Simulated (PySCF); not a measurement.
# H4N2Tl (Tl(NH2)2+): the cost of one run

Computed with PySCF 2.14.0. Level: PBE0, Tl def2-SVP with ECP60, N def2-SVP, H def2-SVP; scalar-relativistic core potentials, no spin–orbit coupling.

1 further run of the same task is left out (for a known fault of the program).

### 1 The starting structure

7 atoms, charge 1, spin multiplicity 1.

Bond lengths: Tl1–N2 2.019 Å, Tl1–N5 2.019 Å, N2–H3 1.024 Å, N2–H4 1.024 Å, N5–H6 1.024 Å, N5–H7 1.024 Å. Angles: N2–Tl1–N5 168.1°, Tl1–N2–H3 111.7°, Tl1–N2–H4 111.5°, H3–N2–H4 108.9°, Tl1–N5–H6 111.7°, Tl1–N5–H7 111.5°, H6–N5–H7 108.9°.

Coordinates:

```
Tl    0.0000    0.0000   -0.0580
N     2.0041   -0.1309    0.1511
H     2.4535   -0.4638   -0.7063
H     2.4137    0.7707    0.4106
N    -2.0041    0.1309    0.1511
H    -2.4535    0.4638   -0.7063
H    -2.4137   -0.7707    0.4106
```

Formal oxidation states: Tl +3. An earlier session relaxed this geometry at PBE0, Tl def2-SVP with ECP60, N def2-SVP, H def2-SVP (singlet, point group C2).

Its energy there is -283.907735 Eh.

### 2 One electron removed, multiplicity 2

run.py (the lines that set the calculation) reads:

```python
mol = gto.M(atom='''
Tl     0.00000     0.00000    -0.05796
N      2.00412    -0.13091     0.15107
H      2.45347    -0.46379    -0.70628
H      2.41367     0.77068     0.41055
N     -2.00412     0.13091     0.15107
H     -2.45347     0.46379    -0.70628
H     -2.41367    -0.77068     0.41055''',
    basis={'Tl': 'def2-SVP', 'N': 'def2-SVP', 'H': 'def2-SVP'},
    ecp={'Tl': 'def2-SVP'},
    charge=2, spin=1)
mf = dft.UKS(mol, xc='PBE0')
mf.grids.atom_grid = (50, 194)
mf = mf.density_fit()  # fitting sets: Tl def2-universal-JKFIT, N def2-universal-JKFIT, H def2-universal-JKFIT
mf.conv_tol = 1e-08; mf.max_cycle = 55
mf.kernel(dm0)  # dm0: the density of the relaxed state
```

Run with:

```
> OMP_NUM_THREADS=2 python run.py
```

**Question.** How long does this run take on 2 threads of Arm Neoverse V1, shared host?

About 2.3 s.
